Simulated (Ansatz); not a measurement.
This script drives the Python package of Ansatz (0.2.0).

Script `freq.py`:
```python
"""Vibrations and zero-point energy of C2H5ClOSi."""

import itertools

import ansatz as az
from ase.data import atomic_numbers, covalent_radii
import numpy as np

geometry_ang = [
    ("O", [-1.7289, 1.6111, 0.3607]),
    ("C", [-0.7758, 0.7372, 0.5525]),
    ("Cl", [-0.3566, 0.441, 2.177]),
    ("C", [-0.1366, 0.1577, -0.5054]),
    ("Si", [1.1236, -1.0979, -0.589]),
    ("H", [-2.0265, 1.9646, 1.242]),
    ("H", [-0.5494, 0.4187, -1.4831]),
    ("H", [1.4339, -1.4256, -1.9934]),
    ("H", [0.7294, -2.3086, 0.1919]),
    ("H", [2.3701, -0.5493, 0.0496]),
]
mol = az.Crystal.molecule()
for symbol, xyz in geometry_ang:
    mol = mol.atom(symbol, xyz)

calc = mol.calculation().basis(gaussian="cc-pVDZ").functional("pbe0", dispersion="d3bj")
symbols = [site.symbol for site in mol.cartesian_sites]
start = np.array([site.position_ang for site in mol.cartesian_sites], dtype=float)
summary = calc.relax(force_tolerance=0.003).run(threads=1).report
end = np.array(summary["positions_ang"])

# pairs closer than 1.2 times the sum of covalent radii, before or after
radius = [covalent_radii[atomic_numbers[s]] for s in symbols]
span = lambda where, i, j: np.linalg.norm(where[i] - where[j])
bonded = [(i, j) for i, j in itertools.combinations(range(len(symbols)), 2) if min(span(start, i, j), span(end, i, j)) < 1.2 * (radius[i] + radius[j])]
print("pair        before    after (A)")
for i, j in bonded:
    print(f"{symbols[i]}{i}-{symbols[j]}{j}".ljust(10), f"{span(start, i, j):8.4f} {span(end, i, j):8.4f}")
for first, second in list(itertools.combinations(bonded, 2)):
    shared = set(first) & set(second)
    if shared and symbols[(j := shared.pop())] != "H":
        i, k = sorted((set(first) | set(second)) - {j})
        u, v = end[i] - end[j], end[k] - end[j]
        angle = np.degrees(np.arccos(np.clip(u @ v / np.linalg.norm(u) / np.linalg.norm(v), -1, 1)))
        print(f"final angle {symbols[i]}{i}-{symbols[j]}{j}-{symbols[k]}{k}: {angle:.2f} deg")

# same settings at the minimum
minimum = az.Crystal.molecule()
for symbol, place in zip(symbols, end):
    minimum = minimum.atom(symbol, place.tolist())
vibrating = (
    minimum.calculation()
    .basis(gaussian="cc-pVDZ")
    .functional("pbe0", dispersion="d3bj")
    .phonons(temperatures=(100, 500, 100))
)
vib = vibrating.run(threads=1).report["vibrations"]
sums = vib["harmonic_sums"]
modes = [m["omega_inv_cm"] for m in sums["modes_at_gamma"] if m["rigid_motion"] == "no"]
for number, w in enumerate(modes, start=1):
    print(f"mode {number:2d} {w:9.1f} 1/cm {w / 8065.544 * 1000:8.2f} meV")
print("imaginary modes:", sum(w < 0 for w in modes), " zero-point energy:", round(sums["zero_point_energy_ev"], 4), "eV")
print("T (K)   F_vib (eV)   S_vib (meV/K)   C_vib (meV/K)")
for row in zip(sums["temperatures_k"], sums["vibrational_free_energy_ev"], vib["entropy_ev_per_k"], vib["heat_capacity_ev_per_k"]):
    print(f"{row[0]:6.1f} {row[1]:11.4f} {1000 * row[2]:13.4f} {1000 * row[3]:15.4f}")
```

It is started by `python freq.py`. Estimate its wall time and peak memory on 1 thread of Arm Neoverse V1, on a shared host.

It took about 4.9 min, with a peak of 0.31 GiB, for 2 runs of the engine.

`python freq.py` gives:
```text
pair        before    after (A)
O0-C1        1.3072   1.3401
O0-H5        0.9951   0.9661
C1-Cl2       1.7037   1.7539
C1-C3        1.3651   1.3367
C3-Si4       1.7809   1.8663
C3-H6        1.0929   1.0946
Si4-H7       1.4751   1.4982
Si4-H8       1.4937   1.4998
Si4-H9       1.5042   1.4999
final angle C1-O0-H5: 109.20 deg
final angle O0-C1-Cl2: 113.65 deg
final angle O0-C1-C3: 124.61 deg
final angle Cl2-C1-C3: 121.74 deg
final angle C1-C3-Si4: 125.11 deg
final angle C1-C3-H6: 114.45 deg
final angle Si4-C3-H6: 120.44 deg
final angle C3-Si4-H7: 107.82 deg
final angle C3-Si4-H8: 111.53 deg
final angle C3-Si4-H9: 111.54 deg
final angle H7-Si4-H8: 108.90 deg
final angle H7-Si4-H9: 108.87 deg
final angle H8-Si4-H9: 108.12 deg
mode  1      84.0 1/cm    10.41 meV
mode  2     135.2 1/cm    16.76 meV
mode  3     142.7 1/cm    17.69 meV
mode  4     224.8 1/cm    27.87 meV
mode  5     395.0 1/cm    48.97 meV
mode  6     429.8 1/cm    53.29 meV
mode  7     560.7 1/cm    69.52 meV
mode  8     577.3 1/cm    71.58 meV
mode  9     657.0 1/cm    81.46 meV
mode 10     678.5 1/cm    84.13 meV
mode 11     787.4 1/cm    97.62 meV
mode 12     830.7 1/cm   102.99 meV
mode 13     919.9 1/cm   114.05 meV
mode 14     933.2 1/cm   115.71 meV
mode 15     941.6 1/cm   116.75 meV
mode 16    1155.8 1/cm   143.30 meV
mode 17    1214.2 1/cm   150.54 meV
mode 18    1322.6 1/cm   163.98 meV
mode 19    1738.3 1/cm   215.53 meV
mode 20    2205.7 1/cm   273.47 meV
mode 21    2206.6 1/cm   273.58 meV
mode 22    2221.0 1/cm   275.36 meV
mode 23    3198.8 1/cm   396.61 meV
mode 24    3840.9 1/cm   476.21 meV
imaginary modes: 0  zero-point energy: 1.6987 eV
T (K)   F_vib (eV)   S_vib (meV/K)   C_vib (meV/K)
 100.0      1.6927        0.1728          0.2607
 200.0      1.6625        0.4306          0.5167
 300.0      1.6065        0.6896          0.7730
 400.0      1.5248        0.9422          0.9848
 500.0      1.4185        1.1805          1.1509
```

The settings weren't tested for convergence. The frequencies are harmonic and unscaled, in a modest basis.
